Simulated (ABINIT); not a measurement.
Crystal: MnS.

```
Mn S
1.0
     0.00000    2.38901    2.38901
     2.38901    0.00000    2.38901
     2.38901    2.38901    0.00000
Mn S
1 1
Direct
  0.00000 0.00000 0.00000
  0.50000 0.50000 0.50000
```

The cell isn't the ideal one: cell relaxed at zero pressure by an earlier run.

| Quantity | Value |
| --- | --- |
| Program | ABINIT 10.8.3 (patched build) |
| Task | phonon dispersion |
| Functional | LDA |
| Potentials or basis | PseudoDojo NC SR LDA v0.4.1 standard |
| Cutoff | 1306 eV |
| k mesh | 4 × 4 × 4, with 4 shifts |
| Occupations | fermi-dirac, width 0.05 eV |
| Spin | collinear spin, ferromagnetic start |
| Starting moments | [4.0, 0.0] μB |
| Cutoff smearing ecutsm (Ha) | 0.5 |
| Stop of the response cycle (tolvrs) | 1e-09 |
| q mesh | 2 × 2 × 2 |
| Acoustic sum rule (asr) | 1 |

Task: Is this structure dynamically stable at this level, and how far does the spectrum reach?

Result: No: the interpolated spectrum has imaginary modes, down to 127i cm⁻¹ near L. The highest frequency is 324 cm⁻¹.

Phonon frequencies at the corners of the path (cm⁻¹, interpolated; i marks imaginary ones):
```
point               frequencies
    Γ         0 0 0 267 267 267
    X      65 76 76 299 299 324
    W     13 13 141 255 303 303
    K    17i 59 115 277 280 308
    L  127i 145 145 220 220 249
    U    17i 59 115 277 280 308
```

Phonon states per cell in windows of 25 cm⁻¹ (negative: imaginary):
| from (cm⁻¹) | total |
| --- | --- |
| -150 | 0.00 |
| -125 | 0.14 |
| -100 | 0.22 |
| -75 | 0.33 |
| -50 | 0.18 |
| -25 | 0.08 |
| 0 | 0.09 |
| 25 | 0.33 |
| 50 | 0.35 |
| 75 | 0.29 |
| 100 | 0.35 |
| 125 | 0.62 |
| 150 | 0.04 |
| 175 | 0.00 |
| 200 | 0.03 |
| 225 | 0.64 |
| 250 | 1.28 |
| 275 | 0.87 |
| 300 | 0.16 |

A q mesh this small can miss soft modes between its points.

Caveat: the mesh is coarse for a metal's response; some modes are imaginary; the q mesh is small, so phonon branches between its points and thermal values are rough; a cell with one magnetic atom can't hold antiferromagnetic order, which such compounds often take.
